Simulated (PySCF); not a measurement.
# C2H8O2Si: the cost of one run

Computed with PySCF 2.14.0, with density-fitted response routines of our own, on a single molecule in the gas phase. Atoms count from 0, in the outputs and in this text.

### Step 1. The starting structure

13 atoms, charge 0, multiplicity 1; geometry from: GFN2-xTB. The atoms were then displaced at random by about 0.01 Å, so the start is not that level's minimum.

Bonds of the start (Å): C0–O1 1.42, O1–Si2 1.65, Si2–C3 1.85, Si2–O4 1.61, C0–H5 1.09, C0–H6 1.08, C0–H7 1.10, Si2–H8 1.45, C3–H9 1.08, C3–H10 1.11, C3–H11 1.11, O4–H12 0.94.

### Step 2. Relaxing the molecule at PBE0-D3(BJ)/def2-SVP

The job: settings as JSON, then the geometry in Å.

```
{"job": {"xc": "PBE0", "basis": "def2-SVP", "d3": "d3bj", "grid": 1, "shake": 0.01, "kind": "geom"}, "charge": 0, "multiplicity": 1}
C      1.620520    -1.223900     0.278040
O      1.046990     0.051240     0.536420
Si    -0.150450     0.823870    -0.291640
C     -1.751220    -0.097230    -0.276630
O     -0.335930     2.202850     0.526710
H      0.821390    -1.962770     0.232270
H      2.310430    -1.437700     1.075650
H      2.149320    -1.187220    -0.684910
H      0.317560     1.100780    -1.633870
H     -1.720720    -1.048210    -0.793470
H     -2.572650     0.483180    -0.739760
H     -2.103170    -0.309710     0.749500
H      0.373750     2.587940     1.011360
```

Launch:

```console
$ OMP_NUM_THREADS=1 python probes_run.py task.json out
```

This one command runs all jobs of the session in turn.

**Question.** How long does this first job take on 1 thread of Arm Neoverse V2, shared host, and how much memory does it need?

About 37 s, with a peak of 0.48 GiB.
